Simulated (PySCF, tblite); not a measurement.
# C₆H₆F₂: geometry, infrared bands, NMR shifts, spin-spin couplings and electronic excitations

Wanted: the infrared bands, NMR shifts, spin-spin couplings and electronic excitations of C₆H₆F₂ (`FC1(F)C=C[C@@H]2C[C@@H]21`), by calculation.

Computed with tblite 0.8.0 and PySCF 2.14.0, with density-fitted response routines of our own, on a single molecule in the gas phase. Atoms are numbered from 0 throughout.

## Step 1: The starting structure

14 atoms, charge 0, multiplicity 1; geometry from: force field or distance geometry start.

Bonds of the start (Å): F0–C1 1.37, C1–F2 1.40, C1–C3 1.48, C3–C4 1.32, C4–C5 1.48, C5–C6 1.49, C6–C7 1.50, C7–C1 1.50, C7–C5 1.49, C3–H8 1.11, C4–H9 1.10, C5–H10 1.10, C6–H11 1.11, C6–H12 1.13, C7–H13 1.11.

## Step 2: Relaxing the molecule with GFN2-xTB

Job settings and geometry (Å):

```
{"job": {"kind": "relax", "xc": "GFN2-xTB", "basis": "xTB"}, "charge": 0, "multiplicity": 1}
F      0.944000    -2.001500    -1.085900
C      0.520600    -1.202900    -0.052000
F      0.332200    -1.916800     1.132400
C      1.496000    -0.101300     0.136800
C      0.946200     1.078300    -0.056800
C     -0.479900     0.984800    -0.428200
C     -1.367900     0.391400     0.610300
C     -0.730500    -0.479600    -0.436900
H      2.564600    -0.208500     0.426100
H      1.482200     2.038000     0.024400
H     -0.896700     1.585000    -1.253400
H     -2.470400     0.435300     0.541400
H     -0.962700     0.287300     1.660100
H     -1.378500    -0.890000    -1.240400
```

Launch:

```console
$ OMP_NUM_THREADS=1 python probes_run.py task.json out
```

The driver reads the jobs from task.json and runs them one after another.

**Question.** This job is followed by: GFN2-xTB harmonic vibrations, gas phase; PBE0-D3(BJ)/def2-SVP geometry optimisation, gas phase; GIAO PBE0/pcSseg-1 NMR shielding, non-relativistic, gas phase; B3LYP/pcJ-1 indirect spin-spin coupling, non-relativistic, gas phase; TDDFT CAM-B3LYP/def2-SVPD, vertical, gas phase, core orbitals frozen in the response; GIAO B3LYP/pcSseg-1 NMR shielding, non-relativistic, gas phase. What will the session give for the following? strongest single infrared mode (GFN2-xTB); zero-point energy (GFN2-xTB); point group; rotational constants (main isotopes); 13C shifts against TMS (PBE0/pcSseg-1); 1H shifts against TMS (PBE0/pcSseg-1); 19F shifts against CFCl3 (PBE0/pcSseg-1); surface potential, 1st and 99th percentile; largest coupling of the table (B3LYP/pcJ-1); lowest singlet (CAM-B3LYP/def2-SVPD); lowest triplet; vertical ionisation energy (ΔSCF); range of the shift of C1.

As calculated:

| quantity | value |
| --- | --- |
| strongest single infrared mode (GFN2-xTB) | 1028 cm⁻¹, 94 km/mol |
| zero-point energy (GFN2-xTB) | 65.1 kcal/mol |
| point group | C1 |
| rotational constants (main isotopes) | 3.48, 2.05, 1.80 GHz |
| 13C shifts against TMS (PBE0/pcSseg-1) | 152.9, 135.2, 133.3, 26.1, 23.8, 23.4 ppm |
| 1H shifts against TMS (PBE0/pcSseg-1) | 6.50, 5.57, 1.86, 1.84, 1.04, 0.69 ppm |
| 19F shifts against CFCl3 (PBE0/pcSseg-1) | -96.7, -120.1 ppm |
| surface potential, 1st and 99th percentile | -1.03 V and 1.08 V |
| largest coupling of the table (B3LYP/pcJ-1) | 1J(F,C) F0–C1, -299.6 Hz |
| lowest singlet (CAM-B3LYP/def2-SVPD) | 6.31 eV (197 nm), f = 0.102 |
| lowest triplet | 4.07 eV |
| vertical ionisation energy (ΔSCF) | 9.78 eV |
| range of the shift of C1 | 133.3 to 135.8 ppm |

In words: No mode is imaginary among the 36: a minimum at this level. The strongest single mode, at 1028 cm⁻¹, has its largest shares on C1, C5 and H9 (the list is cut at 3 atoms). Unscaled tight-binding wavenumbers are off by several per cent, some by more. Its intensities can rank the bands wrongly. At PBE0/pcSseg-1: The widest tensor belongs to C4: span 229 ppm, with a paramagnetic part of -220 ppm. By nearest atom (PBE0/pcSseg-1), the HOMO sits on C3 32 %; C4 21 % and the LUMO on C3, C4 about 30 % each; H8, H9 about 8 % each. In the run at B3LYP/pcJ-1, the largest coupling of the table is F0–C1, -299.6 Hz, of which the Fermi-contact term gives -301.0 Hz. Couplings across rotatable bonds belong to this one conformer; where others are populated, the observed values are averages. Density functionals describe couplings to fluorine poorly, F–F couplings above all, so those rows are rough. The first singlet state (HOMO→LUMO 0.92) lies at 6.31 eV and is bright. The lowest triplet lies 2.24 eV below the lowest singlet (triplets in Tamm-Dancoff, singlets in full TDDFT). The orbital energy would give 8.96 eV for ionisation, ΔSCF gives 9.78 eV. In ppm, C1 moves most: its shift spreads over 2.5 ppm, from 133.3 (PBE0/pcSseg-1) to 135.8 (B3LYP/pcSseg-1).
